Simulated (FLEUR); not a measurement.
# SrC2 (I4/mmm) in FLEUR: notebook

The runs below take SrC2 through equation of state, with PBEsol.

Program: FLEUR MaX-R8.1 (later development tree). These are calculated values, not measurements. Logs are shortened: lines on timing, memory, paths and dates and some standing lists are left out, and cuts for length are marked.

## 1. The structure

Symmetry: I4/mmm, No. 139, tetragonal system. Conventional cell: a = 4.114 Å, b = 4.114 Å, c = 6.766 Å, α = 90.00°, β = 90.00°, γ = 90.00°. Sr (site symmetry 4/mmm) has 10 C at 2.79 to 2.97 Å as nearest neighbours. C (site symmetry 4mm) has 1 C at 1.19 Å as nearest neighbours.

## 2. Equation of state, PBEsol, 17.94 Å³/atom (volume scaled by 0.94)

inp.xml

```xml
<?xml version="1.0" encoding="UTF-8" standalone="no"?>
<fleurInput fleurInputVersion="0.39">
   <comment>
      SrC2                                                                                                
   </comment>
   <calculationSetup>
      <cutoffs Kmax="6.3" Gmax="20.8" GmaxXC="20.8" numbands="0"/>
      <scfLoop itmax="60" minDistance="0.00001" maxIterBroyd="15" imix="Anderson" alpha="0.05" precondParam="0.0" spinf="2.0" sdNocoIR="T"/>
      <coreElectrons ctail="T" frcor="F" kcrel="0" coretail_lmax="0"/>
      <xcFunctional name="PBEs" relativisticCorrections="F"/>
      <magnetism jspins="1"/>
      <soc l_soc="F" theta="0.0" phi="0.0" spav="F"/>
      <expertModes spex="0" secvar="F"/>
      <geometryOptimization l_f="F" forcealpha="1.0" forcemix="BFGS" epsdisp="0.0005" epsforce="0.0002"/>
      <ldaU l_linMix="F" mixParam="0.05" spinf="1.0"/>
   </calculationSetup>
   <cell>
      <bzIntegration valenceElectrons="18.0" mode="hist" fermiSmearingEnergy="0.00183747">
         <kPointListSelection listName="default-1"/>
         <!-- k-points included here -->
         <xi:include xmlns:xi="http://www.w3.org/2001/XInclude" href="kpts.xml"> </xi:include>
      </bzIntegration>
      <!-- symmetry operations included here -->
      <xi:include xmlns:xi="http://www.w3.org/2001/XInclude" href="sym.xml"> </xi:include>
      <bulkLattice scale="0.9795861087">
         <bravaisMatrix>
            <row-1>   -3.8874500972208899     3.8874500972208899     6.3929434795217999</row-1>
            <row-2>    3.8874500972208899    -3.8874500972208899     6.3929434795217999</row-2>
            <row-3>    3.8874500972208899     3.8874500972208899    -6.3929434795217999</row-3>
         </bravaisMatrix>
      </bulkLattice>
   </cell>
   <atomSpecies>
      <species name="Strontium (Sr)" element="Sr" atomicNumber="38">
         <mtSphere radius="2.14" gridPoints="879" logIncrement="0.014"/>
         <atomicCutoffs lmax="10" lnonsphr="10"/>
         <electronConfig flipSpins="F">
            <coreConfig>(1s1/2) (2s1/2) (2p1/2) (2p3/2) (3s1/2) (3p1/2) (3p3/2) (3d3/2) (3d5/2)</coreConfig>
            <valenceConfig>(4s1/2) (4p1/2) (4p3/2) (5s1/2)</valenceConfig>
         </electronConfig>
         <energyParameters s="5" p="4" d="4" f="4"/>
         <lo type="SCLO" l="0" n="4" eDeriv="0"/>
         <lo type="HELO" l="1" n="5" eDeriv="0"/>
         <lo type="HELO" l="1" n="5" eDeriv="1"/>
         <lo type="SCLO" l="2" n="4" eDeriv="2"/>
         <lo type="SCLO" l="3" n="4" eDeriv="2"/>
      </species>
      <species name="Carbon (C)" element="C" atomicNumber="6">
         <mtSphere radius="1.01" gridPoints="345" logIncrement="0.029"/>
         <atomicCutoffs lmax="8" lnonsphr="8"/>
         <electronConfig flipSpins="F">
            <coreConfig>(1s1/2)</coreConfig>
            <valenceConfig>(2s1/2) (2p1/2) (2p3/2)</valenceConfig>
            <stateOccupation state="(2p1/2)" spinUp="0.333333" spinDown="0.333333"/>
            <stateOccupation state="(2p3/2)" spinUp="0.666667" spinDown="0.666667"/>
         </electronConfig>
         <energyParameters s="2" p="2" d="3" f="4"/>
         <lo type="SCLO" l="0" n="2" eDeriv="2"/>
         <lo type="SCLO" l="1" n="2" eDeriv="2"/>
         <lo type="SCLO" l="2" n="3" eDeriv="2"/>
      </species>
   </atomSpecies>
   <atomGroups>
      <atomGroup species="Strontium (Sr)">
         <relPos label="                   1">.0000000000 .0000000000 .0000000000</relPos>
         <force calculate="T" relaxXYZ="TTT"/>
      </atomGroup>
      <atomGroup species="Carbon (C)">
         <relPos label="                   2">-.4120000000 -.4120000000 .0000000000</relPos>
         <relPos label="                   3">.4120000000 .4120000000 .0000000000</relPos>
         <force calculate="T" relaxXYZ="TTT"/>
      </atomGroup>
   </atomGroups>
   <output dos="F" band="F" slice="F">
      <checks vchk="F" cdinf="F"/>
      <bandDOS minEnergy="-.5*Htr" maxEnergy="0.5*Htr" sigma="0.015" storeEVData="T"/>
      <vacuumDOS vacdos="F" integ="F" star="F" nstars="0" locx1="0.0" locy1="0.0" locx2="0.0" locy2="0.0" nstm="0" tworkf="0.0"/>
      <unfoldingBand unfoldBand="F" supercellX="1" supercellY="1" supercellZ="1"/>
      <plotting iplot="0" polar="F">
         <plot TwoD="T" vec1="  1.0  0.0  0.0" vec2="  0.0  1.0  0.0" vec3="  0.0  0.0  1.0" zero="  0.0  0.0  0.0" file="plot"/>
      </plotting>
      <chargeDensitySlicing numkpt="0" minEigenval="0.0" maxEigenval="0.0" nnne="0" pallst="F"/>
      <specialOutput eonly="F"/>
      <moessbauerParams electricFieldGradient="T" isomerShift="T" coreHyperfine="T" valenceHyperfine="T"/>
      <magneticCircularDichroism mcd="F" energyLo="-10.0" energyUp="0.0"/>
   </output>
  <!-- We include the file relax.xml here to enable relaxations (see documentation) -->
  <xi:include xmlns:xi="http://www.w3.org/2001/XInclude" href="relax.xml"> <xi:fallback/> </xi:include>
</fleurInput>
```

Potentials or basis: all-electron, FLAPW.

Started as:

```sh
$ inpgen -f crystal.txt -profile fastHighL
$ # inp.xml edited to the form shown
$ mpirun -n 4 fleur_MPI -pe_per_kpt 1
```

Standard output:

```text
Welcome to FLEUR        (www.flapw.de)
      MaX-Release 8.1          (www.max-centre.eu)

 ========== k-point set info ==========
 Selected k-point list: default-1
 k-point list type: mesh
 9 x 9 x 9
 Number of k points: 75

 ------------Calculation Setup---------------------------
 Number of MPI-tasks      :            4
 Number of PE/node        :            4
 Number of OMP-threads    :            1
 Using exactly            1  PE per kpt
 k-points in parallel     :            4
 Using exactly            1  PE per kpt
 pe's per k-point         :            1
 No of k-point loops      :           18
 Info/Warning             : your k-point parallelism is not fully load-balanced
 Using exactly            1  PE per kpt
 Using exactly            1  PE per kpt
 Eigenvalue solver        :       lapack
 Number of basis functions:         1670
 Approximate size of matrices (H+S) per k-point:         0.042 GB
 --------------------------------------------------------
 Iteration:     1   Distance:      21.53049199 me/bohr^3
 Iteration:     2   Distance:      19.61840883 me/bohr^3
 Iteration:     3   Distance:       7.39413387 me/bohr^3
 Iteration:     4   Distance:       7.18804561 me/bohr^3
 Iteration:     5   Distance:       1.27396425 me/bohr^3
 Iteration:     6   Distance:       0.73005981 me/bohr^3
 Iteration:     7   Distance:       0.34720351 me/bohr^3
 Iteration:     8   Distance:       0.13115256 me/bohr^3
 Iteration:     9   Distance:       0.04568715 me/bohr^3
 Iteration:    10   Distance:       0.01765993 me/bohr^3
 Iteration:    11   Distance:       0.00519548 me/bohr^3
 Iteration:    12   Distance:       0.00117011 me/bohr^3
 Iteration:    13   Distance:       0.00118311 me/bohr^3
 Iteration:    14   Distance:       0.00011027 me/bohr^3
 Iteration:    15   Distance:       0.00002222 me/bohr^3
 Iteration:    16   Distance:       0.00002085 me/bohr^3
 Iteration:    17   Distance:       0.00000786 me/bohr^3

 ********************************************************************
 Run finished successfully
 Stop message:
   all done
 ********************************************************************
```

It took 9.2 min on 4 MPI ranks of Arm Neoverse V2, shared host.

Results:

```
Free energy                                           : -88540.6942 eV
Band gap on the k mesh                                : 1.76 eV, indirect (least direct gap 2.57 eV)
Valence electrons inside the program's atomic spheres : Sr 7.13; C 1.08 (radii Sr 2.14, C 1.01 bohr)
```

Caveat: core charge leaks out of the spheres, which shifts energies; an odd mesh through Γ misses points on the zone boundary, where band edges often lie.

## 3. Equation of state, PBEsol, 18.32 Å³/atom (volume scaled by 0.96)

Changes to inp.xml since step 2:

```diff
@@ -24,3 +24,3 @@
       <xi:include xmlns:xi="http://www.w3.org/2001/XInclude" href="sym.xml"> </xi:include>
-      <bulkLattice scale="0.9795861087">
+      <bulkLattice scale="0.9864848297">
          <bravaisMatrix>
```

Potentials or basis: all-electron, FLAPW.

Started as:

```sh
$ inpgen -f crystal.txt -profile fastHighL
$ # inp.xml edited to the form shown
$ mpirun -n 4 fleur_MPI -pe_per_kpt 1
```

It took 10 min on 4 MPI ranks of Arm Neoverse V2, shared host.

It converged, with:

| Property | Result |
| --- | --- |
| Free energy | -88540.7665 eV |
| Band gap on the k mesh | 1.79 eV, indirect (least direct gap 2.59 eV) |
| Valence electrons inside the program's atomic spheres | Sr 7.12; C 1.07 (radii Sr 2.14, C 1.01 bohr) |

Caveat: core charge leaks out of the spheres, which shifts energies; an odd mesh through Γ misses points on the zone boundary, where band edges often lie.

## 4. Equation of state, PBEsol, 18.71 Å³/atom (volume scaled by 0.98)

Changes to inp.xml since step 3:

```diff
@@ -24,3 +24,3 @@
       <xi:include xmlns:xi="http://www.w3.org/2001/XInclude" href="sym.xml"> </xi:include>
-      <bulkLattice scale="0.9864848297">
+      <bulkLattice scale="0.9932883884">
          <bravaisMatrix>
```

Started as:

```sh
$ inpgen -f crystal.txt -profile fastHighL
$ # inp.xml edited to the form shown
$ mpirun -n 4 fleur_MPI -pe_per_kpt 1
```

It took 11 min on 4 MPI ranks of Arm Neoverse V2, shared host.

The run converged. Its results:

* Free energy: -88540.8230 eV
* Band gap on the k mesh: 1.83 eV, indirect (least direct gap 2.61 eV)
* Valence electrons inside the program's atomic spheres: Sr 7.12; C 1.07 (radii Sr 2.14, C 1.01 bohr)

Caveat: core charge leaks out of the spheres, which shifts energies; an odd mesh through Γ misses points on the zone boundary, where band edges often lie.

## 5. Equation of state, PBEsol, 19.09 Å³/atom

Changes to inp.xml since step 4:

```diff
@@ -24,3 +24,3 @@
       <xi:include xmlns:xi="http://www.w3.org/2001/XInclude" href="sym.xml"> </xi:include>
-      <bulkLattice scale="0.9932883884">
+      <bulkLattice scale="1.0000000000">
          <bravaisMatrix>
```

Started as:

```sh
$ inpgen -f crystal.txt -profile fastHighL
$ # inp.xml edited to the form shown
$ mpirun -n 4 fleur_MPI -pe_per_kpt 1
```

It took 12 min on 4 MPI ranks of Arm Neoverse V2, shared host.

The run converged. Its results:

* Free energy: -88540.8649 eV
* Band gap on the k mesh: 1.85 eV, indirect (least direct gap 2.62 eV)
* Valence electrons inside the program's atomic spheres: Sr 7.11; C 1.06 (radii Sr 2.14, C 1.01 bohr)

Caveat: core charge leaks out of the spheres, which shifts energies; an odd mesh through Γ misses points on the zone boundary, where band edges often lie.

## 6. Equation of state, PBEsol, 19.47 Å³/atom (volume scaled by 1.02)

Changes to inp.xml since step 5:

```diff
@@ -24,3 +24,3 @@
       <xi:include xmlns:xi="http://www.w3.org/2001/XInclude" href="sym.xml"> </xi:include>
-      <bulkLattice scale="1.0000000000">
+      <bulkLattice scale="1.0066227096">
          <bravaisMatrix>
```

Potentials or basis: all-electron, FLAPW.

Started as:

```sh
$ inpgen -f crystal.txt -profile fastHighL
$ # inp.xml edited to the form shown
$ mpirun -n 4 fleur_MPI -pe_per_kpt 1
```

Wall time 12 min (4 MPI ranks of Arm Neoverse V2, shared host).

Results (log left out):

```
Free energy                                           : -88540.8939 eV
Band gap on the k mesh                                : 1.88 eV, indirect (least direct gap 2.63 eV)
Valence electrons inside the program's atomic spheres : Sr 7.11; C 1.05 (radii Sr 2.14, C 1.01 bohr)
```

Caveat: core charge leaks out of the spheres, which shifts energies; an odd mesh through Γ misses points on the zone boundary, where band edges often lie.

## 7. Equation of state, PBEsol, 19.85 Å³/atom (volume scaled by 1.04)

Changes to inp.xml since step 6:

```diff
@@ -24,3 +24,3 @@
       <xi:include xmlns:xi="http://www.w3.org/2001/XInclude" href="sym.xml"> </xi:include>
-      <bulkLattice scale="1.0066227096">
+      <bulkLattice scale="1.0131594038">
          <bravaisMatrix>
```

Started as:

```sh
$ inpgen -f crystal.txt -profile fastHighL
$ # inp.xml edited to the form shown
$ mpirun -n 4 fleur_MPI -pe_per_kpt 1
```

Run time: 12 min. Hardware: 4 MPI ranks of Arm Neoverse V2, shared host.

Results (log left out):

* Free energy: -88540.9108 eV
* Band gap on the k mesh: 1.91 eV, indirect (least direct gap 2.65 eV)
* Valence electrons inside the program's atomic spheres: Sr 7.10; C 1.05 (radii Sr 2.14, C 1.01 bohr)

Caveat: core charge leaks out of the spheres, which shifts energies; an odd mesh through Γ misses points on the zone boundary, where band edges often lie.

## 8. Equation of state, PBEsol

Potentials or basis: all-electron, FLAPW.

No new run: the results of the series are fitted here.

What came out:

- Equilibrium volume: 20.27 Å³/atom (rough: see the caveat)
- Bulk modulus at fixed shape and positions: 73 GPa (rough)

Energy against volume, from the lowest point:
```
volume (Å³/atom)  energy (meV/atom)
          17.943              72.20
          18.325              48.11
          18.707              29.26
          19.089              15.29
          19.470               5.63
          19.852               0.00
```

Caveat: the minimum lies outside the volumes run; the cell was scaled at fixed shape and fractional positions, which overstates the stiffness of a crystal with free parameters, most of all of layers and chains.
